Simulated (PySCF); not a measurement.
# Cl4Ge: the cost of one run

Computed with PySCF 2.14.0. Level: levels as typed in each script, gas phase, geometry from GFN2-xTB.

## (1) The system as given

SMILES `Cl[Ge](Cl)(Cl)Cl`, 5 atoms, charge 0, spin multiplicity 1.

Bond lengths: Cl1–Ge2 2.127 Å, Ge2–Cl3 2.128 Å, Ge2–Cl4 2.127 Å, Ge2–Cl5 2.127 Å. Angles: Cl1–Ge2–Cl3 109.4°, Cl1–Ge2–Cl4 109.5°, Cl1–Ge2–Cl5 109.5°, Cl3–Ge2–Cl4 109.4°, Cl3–Ge2–Cl5 109.5°, Cl4–Ge2–Cl5 109.5°.

As a file:

```xyz
5
Cl4Ge
Cl    1.2283    0.6746    1.6004
Ge   -0.0002    0.0003    0.0003
Cl    1.2287   -0.6743   -1.6006
Cl   -1.2280   -1.6012    0.6741
Cl   -1.2286    1.6004   -0.6746
```

## (2) Density, bond paths and surface potential (PBE/def2-tzvp)

input.py

```python
import numpy as np
from pyscf import gto, scf, dft
from pyscf.scf import atom_ks, atom_hf
from scipy.linalg import block_diag

def solve(mol, dm0=None, hcore=None):
    mf = (dft.UKS if mol.spin else dft.RKS)(mol, xc='pbe')
    mf.grids.level = 3
    mf = mf.density_fit(auxbasis='def2-universal-jkfit')
    mf.conv_tol, mf.max_cycle = 1e-8, 80
    if hcore is not None:
        mf.get_hcore = lambda *args: hcore
    mf.kernel(dm0)
    if not mf.converged:
        mf = mf.newton().run(mf.mo_coeff, mf.mo_occ, max_cycle=30)
    assert mf.converged, 'SCF not converged'
    return mf

mol = gto.M(atom='''
Cl     1.22826     0.67457     1.60045
Ge    -0.00022     0.00027     0.00032
Cl     1.22873    -0.67433    -1.60059
Cl    -1.22801    -1.60119     0.67410
Cl    -1.22857     1.60045    -0.67456
''', basis='def2-tzvp', charge=0, spin=0, verbose=4)
mf = solve(mol)
mf.analyze()
# spherically averaged free atoms, for the promolecule
atm = atom_ks.get_atm_nrks(mol, xc='pbe')
pro = block_diag(*[(atm[a[0]][2] * atm[a[0]][3]) @ atm[a[0]][2].T for a in mol._atom])
np.savez('result.npz', e=mf.e_tot, c=mf.mo_coeff, occ=mf.mo_occ, eps=mf.mo_energy, pro=pro, dip=mf.dip_moment(verbose=0), s2=mf.spin_square()[0])
```

Command:

```sh
OMP_NUM_THREADS=1 python input.py
```

What time and memory should one allow on 1 thread of AMD EPYC 7R43 (Zen 3), shared host?

About 29 s, with a peak of 0.65 GiB.
